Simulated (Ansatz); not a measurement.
# Al4Ga4: the cost of one run

Program: Ansatz 0.2.0, Gaussian basis. Level of theory: RKS PBE0-D4/def2-TZVP. These are calculated values, not measurements.

Levels to be run: a single point at PBE0-D4/def2-TZVP; harmonic vibrations at PBE0-D4/def2-SVP.

4 further runs of the same task are left out: 3 that didn't finish, 1 set aside as unsound or not needed. Runs told in other sessions of the task aren't counted.

## (1) The relaxed structure

The singlet was relaxed beforehand with PBE0-D4/def2-SVP. At that level it is the lowest of the isomers that a small search found.

8 atoms, charge 0, spin multiplicity 1.

Atoms are counted from 1 here; the program's logs count them from 0.

Bond lengths: Al1–Al3 2.551 Å, Al1–Al4 2.605 Å, Al1–Ga7 2.563 Å, Al1–Ga8 2.800 Å, Al2–Al3 2.535 Å, Al2–Al4 2.729 Å, Al2–Ga6 2.504 Å, Al3–Ga8 2.614 Å, Al4–Ga5 2.562 Å, Ga5–Ga6 2.506 Å, Ga5–Ga7 2.521 Å, Ga6–Ga8 2.588 Å. Angles: Al3–Al1–Al4 65.4°, Al3–Al1–Ga7 141.7°, Al3–Al1–Ga8 58.3°, Al4–Al1–Ga7 97.4°, Al4–Al1–Ga8 84.5°, Ga7–Al1–Ga8 87.5°, Al3–Al2–Al4 63.8°, Al3–Al2–Ga6 82.6°, Al4–Al2–Ga6 67.4°, Al1–Al3–Al2 118.2°, Al1–Al3–Ga8 65.6°, Al2–Al3–Ga8 97.1°, Al1–Al4–Al2 109.8°, Al1–Al4–Ga5 72.5° and more.

Geometry (Å):

```xyz
8
charge 0, multiplicity 1
Al   -1.8471   -0.3368    0.5493
Al    1.1791   -0.4959   -2.5920
Al   -0.5568   -1.6919   -1.1843
Al   -0.5462    1.0929   -1.1968
Ga    0.5279    1.5067    1.0921
Ga    2.0756    0.1601   -0.3476
Ga   -1.4954    1.2067    2.5652
Ga    0.6629   -1.4417    1.1141
```

Bonds by kind at the end (by distance):

| bond | count | shortest (Å) | longest (Å) |
| --- | --- | --- | --- |
| Al–Ga | 6 | 2.504 | 2.909 |
| Al–Al | 5 | 2.535 | 2.785 |
| Ga–Ga | 3 | 2.506 | 2.588 |

## (2) Single point, PBE0-D4/def2-TZVP

start.molden holds the orbitals of an earlier run on this state, given as this run's starting guess.

Input file in.yaml:

```yaml
crystal:
  periodic: [false, false, false]
  atoms:
    - {symbol: Al, position_ang: [-1.847115, -0.336803, 0.549333]}
    - {symbol: Al, position_ang: [1.179131, -0.495856, -2.591962]}
    - {symbol: Al, position_ang: [-0.556823, -1.691897, -1.184310]}
    - {symbol: Al, position_ang: [-0.546190, 1.092874, -1.196775]}
    - {symbol: Ga, position_ang: [0.527854, 1.506683, 1.092071]}
    - {symbol: Ga, position_ang: [2.075627, 0.160071, -0.347615]}
    - {symbol: Ga, position_ang: [-1.495353, 1.206670, 2.565198]}
    - {symbol: Ga, position_ang: [0.662869, -1.441742, 1.114061]}
basis:
  gaussian: {orbitals: def2-TZVP, initial_orbitals: start.molden}
hamiltonian: {xc: pbe0, dispersion: d4}
scf: {omitted_lower_state_checks: [starts]}
output: {forces: true, orbitals: {seedname: orbitals}}
```

Started as:

```console
$ ansatz run in.yaml --threads 4 --pin off --events-out ev --progress --plain --max-ram 4787MiB
```

What time and memory should one allow on 4 threads of Arm Neoverse V2, shared host?

About 27 s, with a peak of 1.8 GiB.
